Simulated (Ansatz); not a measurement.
# C2H11N3Si: molecular dynamics

The plan is to follow the molecule's vibrations and see whether its bonds hold. The start is relaxed first. Runs: 223 steps of 0.5 fs at constant energy, with velocities drawn for 500 K; 250 steps of 1 fs at constant energy (fourth-order Milne integrator), with velocities drawn for 1500 K. SMILES of the start: CN(C)[SiH](N)N.

Program: Ansatz 0.2.0. Level of theory: RKS PBE0-D4/STO-3G. These are calculated values, not measurements.

**1. The starting structure**

Bond lengths (14 of 16 bonds, heavy atoms first): Si1–N2 1.820 Å, N2–C3 1.470 Å, N2–C7 1.470 Å, Si1–N12 1.819 Å, Si1–N15 1.819 Å, C3–H4 1.110 Å, C3–H5 1.110 Å, C3–H6 1.110 Å, C7–H8 1.110 Å, C7–H9 1.110 Å, C7–H10 1.110 Å, Si1–H11 1.460 Å, N12–H13 1.060 Å, N12–H14 1.060 Å. Angles (14 of 27 angles, heavy atoms first): Si1–N2–C3 120.0°, Si1–N2–C7 120.0°, C3–N2–C7 120.0°, N2–Si1–N12 109.5°, N2–Si1–N15 109.5°, N12–Si1–N15 109.5°, N2–Si1–H11 109.5°, H11–Si1–N12 109.5°, H11–Si1–N15 109.5°, N2–C3–H4 109.5°, N2–C3–H5 109.5°, N2–C3–H6 109.5°, N2–C7–H8 109.5°, N2–C7–H9 109.5°.

The coordinates stand in the first input below.

**2. Relaxing the start**

input.yaml

```yaml
crystal:
  periodic: [false, false, false]
  atoms:
    - { symbol: Si, position_ang: [0.0, 0.0, 0.0] }
    - { symbol: "N", position_ang: [0.0, 0.0, 1.82] }
    - { symbol: C, position_ang: [-1.2162, -0.3762, 2.555] }
    - { symbol: H, position_ang: [-1.8642, -0.9999, 1.9045] }
    - { symbol: H, position_ang: [-0.9378, -0.9533, 3.4614] }
    - { symbol: H, position_ang: [-1.7663, 0.5401, 2.8549] }
    - { symbol: C, position_ang: [1.2162, 0.3762, 2.555] }
    - { symbol: H, position_ang: [1.4641, -0.4163, 3.2916] }
    - { symbol: H, position_ang: [2.0585, 0.4943, 1.8418] }
    - { symbol: H, position_ang: [1.0457, 1.3351, 3.0874] }
    - { symbol: H, position_ang: [1.3768, 0.0, -0.4862] }
    - { symbol: "N", position_ang: [-0.8572, 1.4851, -0.6061] }
    - { symbol: H, position_ang: [-1.8773, 1.43, -0.8888] }
    - { symbol: H, position_ang: [-0.3367, 2.4058, -0.6766] }
    - { symbol: "N", position_ang: [-0.8572, -1.4851, -0.6061] }
    - { symbol: H, position_ang: [-1.3922, -2.1014, 0.0704] }
    - { symbol: H, position_ang: [-0.8219, -1.7344, -1.6357] }
basis:
  gaussian: { orbitals: STO-3G }
hamiltonian:
  xc: pbe0
  dispersion: d4
relax:
  f_tol: 0.02
  max_steps: 40
```

Started as:

```sh
$ ansatz run input.yaml --threads 1 --pin off --max-ram 2048MiB --backend cpu --events-out ev --progress --plain --runs-dir out
```

The log of the run, shortened:

```text
Warning: RAYON_NUM_THREADS=1 ignored (pool sized by the plan → 1); use --threads N
[...]
Functional definition: PBE0
[...]
655 factors; integrals over basis functions are off by at most 1.2e-5 eV
[...]
mean field -14414.31476053 eV, -529.7162970758 hartree, gradient 5.7e-6 eV, S^2 0.000000; 0 other end points of the search recorded, 0 dependent functions left out
[...]
reference -14414.31478435 eV, -529.7162979513 hartree; 29, 29 occupied and 16, 16 virtual orbitals, 655 factors
relax step   1: F+E_penalty+E_count = -14414.63575241 eV  Δ(F+E_penalty+E_count) = +0.000e0 eV  max|allowed force component| = 3.300e0 eV/Å  Δτ_max = 0.0000 Å  (22 SCF iters, accepted)
[...]
relax step   4: F+E_penalty+E_count = -14415.55425104 eV  Δ(F+E_penalty+E_count) = -4.160e-2 eV  max|allowed force component| = 3.529e-1 eV/Å  Δτ_max = 0.1070 Å  (23 SCF iters, accepted)
[...]
relax step   7: F+E_penalty+E_count = -14415.70731979 eV  Δ(F+E_penalty+E_count) = -6.299e-2 eV  max|allowed force component| = 9.560e-1 eV/Å  Δτ_max = 0.2000 Å  (24 SCF iters, accepted)
[...]
relax step  10: F+E_penalty+E_count = -14415.75091920 eV  Δ(F+E_penalty+E_count) = -5.954e-3 eV  max|allowed force component| = 2.546e-1 eV/Å  Δτ_max = 0.1999 Å  (24 SCF iters, accepted)
[...]
relax step  13: F+E_penalty+E_count = -14415.75531458 eV  Δ(F+E_penalty+E_count) = -6.368e-4 eV  max|allowed force component| = 3.398e-2 eV/Å  Δτ_max = 0.0162 Å  (25 SCF iters, accepted)
[...]
Atom 0 at    -0.014171    -0.120560     0.002012 Å, force    -0.013550    -0.000273    -0.001858 eV/Å
Atom 1 at     0.088064    -0.319484     1.740979 Å, force     0.003584     0.009023     0.014038 eV/Å
Atom 2 at    -1.184539    -0.415022     2.488587 Å, force     0.000186     0.001386    -0.001132 eV/Å
Atom 3 at    -1.909194    -0.976541     1.877789 Å, force     0.001080     0.000569    -0.000734 eV/Å
Atom 4 at    -1.033135    -0.954928     3.439474 Å, force    -0.001197    -0.001113     0.000441 eV/Å
Atom 5 at    -1.629297     0.570475     2.738358 Å, force     0.003288    -0.003762    -0.002396 eV/Å
Atom 6 at     1.104133     0.456483     2.480919 Å, force    -0.002390    -0.001701    -0.001452 eV/Å
Atom 7 at     1.302333    -0.012271     3.460577 Å, force     0.000287     0.001008    -0.000484 eV/Å
Atom 8 at     2.047566     0.468777     1.912578 Å, force     0.000368     0.001441     0.001671 eV/Å
Atom 9 at     0.811867     1.509353     2.678075 Å, force     0.000267    -0.004247    -0.001505 eV/Å
Atom 10 at     1.361069    -0.146058    -0.455225 Å, force     0.009137     0.001030    -0.002436 eV/Å
Atom 11 at    -0.723073     1.329007    -0.690551 Å, force    -0.001867     0.008123     0.003665 eV/Å
Atom 12 at    -1.683722     1.509172    -0.325569 Å, force     0.002647    -0.002665    -0.002129 eV/Å
Atom 13 at    -0.178455     2.187552    -0.456833 Å, force     0.000382    -0.004181    -0.002086 eV/Å
Atom 14 at    -1.116847    -1.396087    -0.493490 Å, force     0.006599    -0.010667    -0.009280 eV/Å
Atom 15 at    -0.704166    -2.341650    -0.336172 Å, force    -0.005517     0.003231     0.002385 eV/Å
Atom 16 at    -1.304134    -1.348218    -1.519007 Å, force    -0.003304     0.002798     0.003294 eV/Å
Dipole moment:     0.137543     0.120877     0.045635 e Å
```

Run time: 1.7 min. Hardware: 1 thread of Arm Neoverse N1, shared host; peak memory 0.13 GiB.

The steps of the relaxation:

```csv
step,energy from step 1 (eV),largest force component (eV/Å)
1,0.0000,3.3004
2,-0.7303,1.1698
3,-0.8769,0.7145
4,-0.9185,0.3529
5,-0.9829,0.9869
6,-1.0086,1.6534
7,-1.0716,0.9560
8,-1.0923,0.4876
9,-1.1092,0.3836
10,-1.1152,0.2546
11,-1.1177,0.0862
12,-1.1189,0.0786
13,-1.1196,0.0340
14,-1.1197,0.0140
```

Step 1 is the start.

After: Bond lengths (14 of 16 bonds, heavy atoms first): Si1–N2 1.753 Å, N2–C3 1.479 Å, N2–C7 1.477 Å, Si1–N12 1.756 Å, Si1–N15 1.757 Å, C3–H4 1.102 Å, C3–H5 1.104 Å, C3–H6 1.110 Å, C7–H8 1.104 Å, C7–H9 1.101 Å, C7–H10 1.110 Å, Si1–H11 1.449 Å, N12–H13 1.043 Å, N12–H14 1.043 Å. Angles (14 of 27 angles, heavy atoms first): Si1–N2–C3 117.3°, Si1–N2–C7 118.5°, C3–N2–C7 111.9°, N2–Si1–N12 120.6°, N2–Si1–N15 103.5°, N12–Si1–N15 103.6°, N2–Si1–H11 104.8°, H11–Si1–N12 105.9°, H11–Si1–N15 119.6°, N2–C3–H4 108.6°, N2–C3–H5 110.4°, N2–C3–H6 113.7°, N2–C7–H8 110.2°, N2–C7–H9 109.7°.

**3. Run 1**

223 steps of 0.5 fs at constant energy, with velocities drawn for 500 K, from the relaxed start. H is given a mass of 10 u.

input.yaml

```yaml
crystal:
  periodic: [false, false, false]
  atoms:
    - { symbol: Si, position_ang: [-0.014171, -0.12056, 0.002012] }
    - { symbol: "N", position_ang: [0.088064, -0.319484, 1.740979] }
    - { symbol: C, position_ang: [-1.184539, -0.415022, 2.488587] }
    - { symbol: H, position_ang: [-1.909194, -0.976541, 1.877789] }
    - { symbol: H, position_ang: [-1.033135, -0.954928, 3.439474] }
    - { symbol: H, position_ang: [-1.629297, 0.570475, 2.738358] }
    - { symbol: C, position_ang: [1.104133, 0.456483, 2.480919] }
    - { symbol: H, position_ang: [1.302333, -0.012271, 3.460577] }
    - { symbol: H, position_ang: [2.047566, 0.468777, 1.912578] }
    - { symbol: H, position_ang: [0.811867, 1.509353, 2.678075] }
    - { symbol: H, position_ang: [1.361069, -0.146058, -0.455225] }
    - { symbol: "N", position_ang: [-0.723073, 1.329007, -0.690551] }
    - { symbol: H, position_ang: [-1.683722, 1.509172, -0.325569] }
    - { symbol: H, position_ang: [-0.178455, 2.187552, -0.456833] }
    - { symbol: "N", position_ang: [-1.116847, -1.396087, -0.49349] }
    - { symbol: H, position_ang: [-0.704166, -2.34165, -0.336172] }
    - { symbol: H, position_ang: [-1.304134, -1.348218, -1.519007] }
basis:
  gaussian: { orbitals: STO-3G }
hamiltonian:
  xc: pbe0
  dispersion: d4
md:
  timestep: 0.5
  n_steps: 223
  ensemble: nve
  temperature: 500.0
  initial_velocities: maxwell_boltzmann
  seed: 727717
  masses: [{ species: H, mass: 10.0 }]
```

Started as:

```sh
$ ansatz run input.yaml --threads 1 --pin off --max-ram 2048MiB --backend cpu --events-out ev --progress --plain --runs-dir out
```

The log of the run, shortened:

```text
Warning: RAYON_NUM_THREADS=1 ignored (pool sized by the plan → 1); use --threads N
[...]
[... 1 set-up line as earlier in the session ...]
[...]
663 factors; integrals over basis functions are off by at most 1.1e-5 eV
[...]
mean field -14415.42374551 eV, -529.7570515225 hartree, gradient 4.4e-6 eV, S^2 0.000000; 0 other end points of the search recorded, 0 dependent functions left out
[...]
reference -14415.42376802 eV, -529.7570523497 hartree; 29, 29 occupied and 16, 16 virtual orbitals, 663 factors
md step     0: t =     0.00 fs  T =   500.0 K  F+E_penalty+E_count = -14415.75543102 eV  E_kin = 0.969450 eV  conserved = -14414.78598103 eV  (22 SCF iters)
[...]
md step    16: t =     8.00 fs  T =   286.6 K  F+E_penalty+E_count = -14415.34063144 eV  E_kin = 0.555779 eV  conserved = -14414.78485200 eV  (20 SCF iters)
[...]
md step    32: t =    16.00 fs  T =   123.6 K  F+E_penalty+E_count = -14415.02354762 eV  E_kin = 0.239618 eV  conserved = -14414.78393004 eV  (20 SCF iters)
[...]
md step    48: t =    24.00 fs  T =   257.6 K  F+E_penalty+E_count = -14415.28444224 eV  E_kin = 0.499462 eV  conserved = -14414.78498015 eV  (26 SCF iters)
[...]
md step    63: t =    31.50 fs  T =   261.5 K  F+E_penalty+E_count = -14415.29195155 eV  E_kin = 0.506977 eV  conserved = -14414.78497460 eV  (21 SCF iters)
md step    64: t =    32.00 fs  T =   265.9 K  F+E_penalty+E_count = -14415.30057117 eV  E_kin = 0.515609 eV  conserved = -14414.78496234 eV  (20 SCF iters)
```

**4. More of the same log: dynamics from the start**

The log, continued, shortened:

```text
md step    65: t =    32.50 fs  T =   268.2 K  F+E_penalty+E_count = -14415.30498836 eV  E_kin = 0.520057 eV  conserved = -14414.78493098 eV  (20 SCF iters)
[...]
md step    88: t =    44.00 fs  T =   239.0 K  F+E_penalty+E_count = -14415.24799666 eV  E_kin = 0.463395 eV  conserved = -14414.78460134 eV  (20 SCF iters)
[...]
md step   111: t =    55.50 fs  T =   242.1 K  F+E_penalty+E_count = -14415.25374327 eV  E_kin = 0.469364 eV  conserved = -14414.78437918 eV  (20 SCF iters)
[...]
md step   134: t =    67.00 fs  T =   164.3 K  F+E_penalty+E_count = -14415.10280433 eV  E_kin = 0.318488 eV  conserved = -14414.78431629 eV  (20 SCF iters)
[...]
md step   155: t =    77.50 fs  T =   204.2 K  F+E_penalty+E_count = -14415.18038752 eV  E_kin = 0.395979 eV  conserved = -14414.78440863 eV  (20 SCF iters)
md step   156: t =    78.00 fs  T =   224.1 K  F+E_penalty+E_count = -14415.21901217 eV  E_kin = 0.434436 eV  conserved = -14414.78457641 eV  (20 SCF iters)
```

**5. The output, continued: dynamics from the start**

Output, continued, shortened:

```text
md step   157: t =    78.50 fs  T =   245.1 K  F+E_penalty+E_count = -14415.25992931 eV  E_kin = 0.475181 eV  conserved = -14414.78474801 eV  (20 SCF iters)
[...]
md step   173: t =    86.50 fs  T =   191.2 K  F+E_penalty+E_count = -14415.15479104 eV  E_kin = 0.370733 eV  conserved = -14414.78405781 eV  (20 SCF iters)
[...]
md step   189: t =    94.50 fs  T =   285.4 K  F+E_penalty+E_count = -14415.33842432 eV  E_kin = 0.553399 eV  conserved = -14414.78502572 eV  (26 SCF iters)
[...]
md step   205: t =   102.50 fs  T =   340.3 K  F+E_penalty+E_count = -14415.44508386 eV  E_kin = 0.659758 eV  conserved = -14414.78532608 eV  (26 SCF iters)
[...]
md step   221: t =   110.50 fs  T =   256.5 K  F+E_penalty+E_count = -14415.28186680 eV  E_kin = 0.497381 eV  conserved = -14414.78448608 eV  (23 SCF iters)
[...]
Atom 7 at     1.203569     0.205484     3.544923 Å, force    -0.015251    -0.110879    -0.039897 eV/Å
Atom 8 at     2.127783     0.479824     2.040448 Å, force    -0.543694    -0.170149    -0.064643 eV/Å
Atom 9 at     0.786804     1.555476     2.505392 Å, force    -0.237969     1.015559    -0.003714 eV/Å
Atom 10 at     1.272816    -0.188020    -0.694805 Å, force     0.668322     0.141436     0.210832 eV/Å
Atom 11 at    -0.769623     1.337384    -0.630064 Å, force     0.817560     2.169294     0.420452 eV/Å
Atom 12 at    -1.563606     1.590585     0.021922 Å, force     0.261990     0.002801    -0.360354 eV/Å
Atom 13 at    -0.073457     2.172793    -0.515828 Å, force    -1.295116    -1.338194    -0.191602 eV/Å
Atom 14 at    -1.105174    -1.394791    -0.539655 Å, force     0.579913    -1.567586     1.455353 eV/Å
Atom 15 at    -0.729888    -2.364373    -0.233435 Å, force    -0.678575     1.605396    -0.700367 eV/Å
Atom 16 at    -1.304731    -1.456448    -1.553863 Å, force     0.190076     0.078308    -0.273221 eV/Å
Dipole moment:     0.238216     0.188844     0.088646 e Å
```

It took 26 min on 1 thread of Arm Neoverse N1, shared host; peak memory 0.12 GiB.

**6. What the atoms did**

One step in 12; energies are changes from step 0:

```
time (fs)  T (K)  potential energy change (meV/atom)  total energy change (meV/atom)
      0.0    500                                 0.0                            0.00
      6.0    226                                31.4                            0.13
     12.0    295                                23.4                            0.05
     18.0    145                                40.6                            0.11
     24.0    258                                27.7                            0.06
     30.0    236                                30.2                            0.07
     36.0    249                                28.7                            0.08
     42.0    226                                31.3                            0.08
     48.0    302                                22.6                            0.06
     54.0    243                                29.4                            0.10
     60.0    299                                23.0                            0.04
     66.0    149                                40.1                            0.11
     72.0    234                                30.4                            0.05
     78.0    224                                31.6                            0.08
     84.0    270                                26.3                            0.07
     90.0    266                                26.8                            0.07
     96.0    221                                32.0                            0.10
    102.0    331                                19.3                            0.04
    108.0    246                                29.1                            0.10
    111.5    275                                25.8                            0.08
```

time (fs), T (K) and a bar:
```
      0.0        500 ##############################
      5.0        235 ######
      9.5        333 ###############
     14.5        170 
     19.5        208 ###
     24.0        258 ########
     29.0        213 ####
     34.0        265 #########
     39.0        229 #####
     43.5        235 ######
     48.5        309 #############
     53.5        250 #######
     58.0        287 ###########
     63.0        211 ####
     68.0        192 ##
     72.5        222 #####
     77.5        204 ###
     82.5        315 #############
     87.5        188 ##
     92.0        330 ###############
     97.0        193 ##
    102.0        331 ###############
    106.5        275 ##########
    111.5        275 ##########
```

**7. Snapshots as a file**

Positions (Å) and forces (eV/Å):

```xyz
17
time_fs=18.5 T=163 dE=0.6545
Si   -0.008   -0.095   -0.047    0.848   -0.910    2.001
N     0.050   -0.365    1.772    2.683    0.786   -0.920
C    -1.186   -0.464    2.506   -3.960    0.698    0.299
H    -1.958   -0.993    1.840    1.152    0.779    0.837
H    -1.232   -1.004    3.485    1.101   -0.213   -0.597
H    -1.657    0.542    2.802    0.550   -0.852   -0.652
C     1.120    0.450    2.479   -0.857    0.543   -1.518
H     1.347    0.130    3.480    0.271   -1.225    0.865
H     2.028    0.422    1.843   -0.124   -0.023    0.436
H     0.869    1.519    2.656   -0.274    0.031   -0.573
H     1.342   -0.071   -0.577    0.171   -0.264    0.397
N    -0.666    1.372   -0.707   -2.037    1.347    0.964
H    -1.635    1.492   -0.226    1.430    0.299   -0.968
H    -0.126    2.265   -0.446   -0.547   -1.296   -0.144
N    -1.045   -1.425   -0.468   -1.141    0.017   -2.046
H    -0.673   -2.382   -0.290    0.149    0.307    0.055
H    -1.385   -1.418   -1.490    0.584   -0.023    1.565
17
time_fs=37.0 T=241 dE=0.5040
Si    0.021   -0.113    0.019   -0.367    0.234   -0.651
N     0.077   -0.366    1.771    0.273    0.512    0.777
C    -1.240   -0.449    2.497   -1.091    0.504   -1.790
H    -1.988   -0.961    1.802    1.043    0.673    0.671
H    -1.190   -1.087    3.384    0.334    0.046    0.523
H    -1.696    0.560    2.769    0.649   -1.018   -0.079
C     1.111    0.487    2.478   -0.624   -0.101   -2.142
H     1.372    0.067    3.442   -0.210    0.153    0.950
H     2.016    0.396    1.854    0.110    0.210    0.137
H     0.841    1.581    2.493    0.170   -0.760    0.640
H     1.364   -0.070   -0.580   -0.221   -0.182    0.671
N    -0.700    1.359   -0.673   -1.847    1.023    1.229
H    -1.636    1.635   -0.169    1.557   -0.926   -0.941
H    -0.121    2.204   -0.419    0.257   -0.325   -0.182
N    -1.024   -1.418   -0.458   -1.651    0.343   -2.431
H    -0.636   -2.338   -0.256    0.377   -0.967    0.262
H    -1.433   -1.485   -1.475    1.241    0.578    2.357
17
time_fs=56.0 T=248 dE=0.4892
Si   -0.033   -0.115    0.020    0.545    0.197   -0.236
N     0.079   -0.337    1.717   -0.836   -0.377    1.039
C    -1.243   -0.435    2.446    1.791   -0.160   -3.242
H    -1.936   -0.883    1.724   -0.163   -0.380    0.090
H    -1.083   -1.067    3.265   -0.161   -1.367    2.235
H    -1.649    0.503    2.729   -0.580    1.764    0.860
C     1.090    0.462    2.405    0.542    0.561   -0.614
H     1.276    0.112    3.414    0.046   -0.323    0.807
H     2.053    0.414    1.851   -0.373   -0.113    0.175
H     0.824    1.529    2.463   -0.018    0.387    0.258
H     1.352   -0.120   -0.407   -0.050    0.152   -0.237
N    -0.735    1.365   -0.550   -1.653   -1.267   -0.424
H    -1.647    1.674   -0.132    0.656   -0.300   -0.162
H    -0.071    2.105   -0.433    1.097    1.866    0.149
N    -1.032   -1.438   -0.404   -2.339    1.449   -2.881
H    -0.618   -2.330   -0.228    0.892   -2.005    0.358
H    -1.369   -1.438   -1.431    0.603   -0.084    1.825
17
time_fs=74.5 T=170 dE=0.6421
Si   -0.061   -0.132   -0.008   -0.042    0.477   -0.009
N     0.135   -0.331    1.683   -2.795   -0.865    1.643
C    -1.207   -0.434    2.418    1.589   -0.908   -1.575
H    -1.882   -0.895    1.647    0.111    0.272    1.019
H    -1.077   -1.089    3.296   -0.288    0.002   -0.009
H    -1.571    0.540    2.751   -0.359    0.478    0.130
C     1.083    0.483    2.396    1.674    0.517    0.498
H     1.176    0.140    3.452    0.344   -0.185   -0.477
H     2.070    0.406    1.845   -0.823    0.249    0.949
H     0.813    1.555    2.496    0.019    0.197   -0.288
H     1.335   -0.129   -0.317    0.369    0.012   -1.065
N    -0.739    1.417   -0.539   -1.179   -3.528   -0.644
H    -1.623    1.653   -0.060    0.041    0.490    0.111
H    -0.059    2.138   -0.467    1.264    2.117    0.400
N    -1.138   -1.508   -0.389   -1.140    3.405   -2.079
H    -0.627   -2.361   -0.236    1.163   -1.959    0.031
H    -1.301   -1.420   -1.454    0.051   -0.772    1.366
17
time_fs=93.0 T=330 dE=0.3298
Si   -0.036   -0.147    0.009    0.215    0.690   -1.000
N     0.124   -0.359    1.745    0.053    0.008   -0.697
C    -1.155   -0.438    2.437   -1.229   -1.270    0.510
H    -1.869   -0.905    1.734   -0.138    0.242    0.069
H    -1.149   -1.121    3.327    0.359    0.653   -0.325
H    -1.529    0.546    2.745   -0.318    0.250    0.233
C     1.050    0.524    2.446    2.197   -0.406    0.332
H     1.203    0.116    3.474   -0.306    0.683   -0.241
H     2.059    0.431    1.969   -0.573    0.167    0.109
H     0.824    1.617    2.469   -0.351   -0.374    0.239
H     1.349   -0.134   -0.494   -0.575   -0.220    0.067
N    -0.749    1.383   -0.624    0.066   -0.787    0.255
H    -1.534    1.664   -0.007   -0.878   -0.204    0.185
H    -0.129    2.203   -0.473    0.866    0.033   -0.112
N    -1.188   -1.455   -0.453    0.330    0.708   -0.430
H    -0.677   -2.338   -0.304    0.444   -0.965    0.764
H    -1.289   -1.532   -1.499   -0.162    0.792    0.043
17
time_fs=111.5 T=275 dE=0.4380
Si    0.000   -0.116   -0.042   -0.746   -1.301    1.116
N     0.114   -0.393    1.770    2.027    0.663   -1.688
C    -1.180   -0.459    2.447   -1.319   -0.413    2.175
H    -1.972   -0.911    1.806    0.661    0.132   -0.029
H    -1.137   -1.102    3.404    0.170    0.877   -1.412
H    -1.572    0.532    2.789    0.140   -0.221   -0.198
C     1.113    0.522    2.493   -0.680   -1.563   -0.416
H     1.204    0.205    3.545   -0.015   -0.111   -0.040
H     2.128    0.480    2.040   -0.544   -0.170   -0.065
H     0.787    1.556    2.505   -0.238    1.016   -0.004
H     1.273   -0.188   -0.695    0.668    0.141    0.211
N    -0.770    1.337   -0.630    0.818    2.169    0.420
H    -1.564    1.591    0.022    0.262    0.003   -0.360
H    -0.073    2.173   -0.516   -1.295   -1.338   -0.192
N    -1.105   -1.395   -0.540    0.580   -1.568    1.455
H    -0.730   -2.364   -0.233   -0.679    1.605   -0.700
H    -1.305   -1.456   -1.554    0.190    0.078   -0.273
```

Reading of run 1. The temperature starts at 500 K and averages 249 K in the second half, where it ranges from 149 to 344 K; a mean near half the start is what vibrations about a minimum give, since they share energy equally between motion and strain. The total energy strays from its start by at most 0.14 meV/atom, 0.5 % of the mean kinetic energy, which is good for a step of 0.5 fs. No bond forms or breaks.

(Part 1 of 2 ends here.)
